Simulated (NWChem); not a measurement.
Plane-wave run on LiH (space group Fm-3m)

```
CELL_PARAMETERS angstrom
      0.00000     2.00862     2.00862
      2.00862     0.00000     2.00862
      2.00862     2.00862     0.00000
ATOMIC_POSITIONS crystal
  Li 0.00000 0.00000 0.00000
  H  0.50000 0.50000 0.50000
```

All runs are NWChem calculations. Origin of the cell: Materials Project cell, not relaxed here.

Norm-conserving pseudopotentials with valence charges Li 1, H 1, fixed occupations, no spin-orbit coupling, density cut at twice the wavefunction cutoff.

Level: LDA (Vosko), Troullier-Martins, cutoff 35 Ha, density from a 6×6×6 mesh. Bands run along Γ–X–U|K–Γ–L–W–X with k in units of the cell's reciprocal vectors.

Question: What gap does the band structure show, and how wide is the group of occupied bands?

Answer: It shows a direct gap along this path of 2.64 eV at X. The 1 occupied bands reach 5.6 eV below the valence-band top.
